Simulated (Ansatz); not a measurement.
# La3MgTe2: the cost of one run

Program: Ansatz 0.2.0. Level of theory: DFT PBE, scalar-relativistic, plane waves, PAW. These are calculated values, not measurements.

1 further run of the same task is left out (it didn't finish).

## (1) The structure to begin with

It takes space group P6/mmm (No. 191, hexagonal). Conventional cell: a = 6.490 Å, b = 6.490 Å, c = 8.993 Å, α = 90.00°, β = 90.00°, γ = 120.00°. La (site symmetry mmm) has 4 La at 3.25 Å and 2 Mg at 3.25 Å as nearest neighbours. Around Mg (site symmetry 6/mmm) lie 2 Te at 2.54 Å. Te (site symmetry 6mm) has 1 Mg at 2.54 Å as nearest neighbours.

Coordinates:

```cif
data_structure
_symmetry_space_group_name_H-M 'P6/mmm'
_symmetry_Int_Tables_number 191
_cell_length_a 6.4903
_cell_length_b 6.4903
_cell_length_c 8.9931
_cell_angle_alpha 90.000
_cell_angle_beta 90.000
_cell_angle_gamma 120.000
_cell_volume 328.08
loop_
_atom_site_label
_atom_site_type_symbol
_atom_site_symmetry_multiplicity
_atom_site_Wyckoff_symbol
_atom_site_fract_x
_atom_site_fract_y
_atom_site_fract_z
_atom_site_occupancy
La1 La 3 f 0.50000 0.00000 0.00000 1
Mg1 Mg 1 a 0.00000 0.00000 0.00000 1
Te1 Te 2 e 0.00000 0.00000 0.71806 1
```

The cell was relaxed beforehand at this level, from a generated guess; it needn't be the stable form of this composition. At a tolerance of 0.05 Å it has space group P6/mmm (No. 191); it has 54.68 Å³/atom, an uncorrected energy of +0.16 eV/atom over the elements.

## (2) Static run: bands, density of states and charges

Input file input.yaml:

```yaml
crystal:
  lattice:
    - [6.490332687, 0.0, 0.0]
    - [-3.2451663435, 5.6207929859, 0.0]
    - [0.0, 0.0, 8.9931002959]
  atoms:
    - { symbol: La, position: [0.5, 0.0, 0.0] }
    - { symbol: La, position: [0.0, 0.5, 0.0] }
    - { symbol: La, position: [0.5, 0.5, 0.0] }
    - { symbol: Mg, position: [0.0, 0.0, 0.0] }
    - { symbol: Te, position: [0.0, 0.0, 0.7180605901] }
    - { symbol: Te, position: [0.0, 0.0, 0.2819394099] }
basis:
  ecutwfc: 420
kpoints:
  mp_grid: { grid: [6, 6, 4] }
  band_path:
    path:
      - [[0.0, 0.0, 0.0], [0.5, 0.0, 0.0], [0.33333333, 0.33333333, 0.0], [0.0, 0.0, 0.0], [0.0, 0.0, 0.5], [0.5, 0.0, 0.5], [0.33333333, 0.33333333, 0.5], [0.0, 0.0, 0.5]]
      - [[0.5, 0.0, 0.5], [0.5, 0.0, 0.0]]
      - [[0.33333333, 0.33333333, 0.5], [0.33333333, 0.33333333, 0.0]]
    npoints: 14
hamiltonian:
  xc: pbe
scf:
  occupations: { method: gaussian, width: 0.1 }
  n_extra_bands: 15
output:
  forces: true
  stress: true
  eigenvalues: true
  populations: true
  dos: { projected: true, de: 0.02, nscf_kmesh: { grid: [8, 8, 5] } }
  bader: true
  write_density: true
  write_potential: true
  elf: true
  volumetric_format: npy
```

Started as:

```console
ansatz run input.yaml --threads 1 --pin off --max-ram 2560MiB --backend cpu --events-out ev --progress --plain --runs-dir out
```

**Question.** How long does this run take on 1 thread of Arm Neoverse N1, shared host, and how much memory does it need?

About 4.1 min, with a peak of 1.3 GiB.
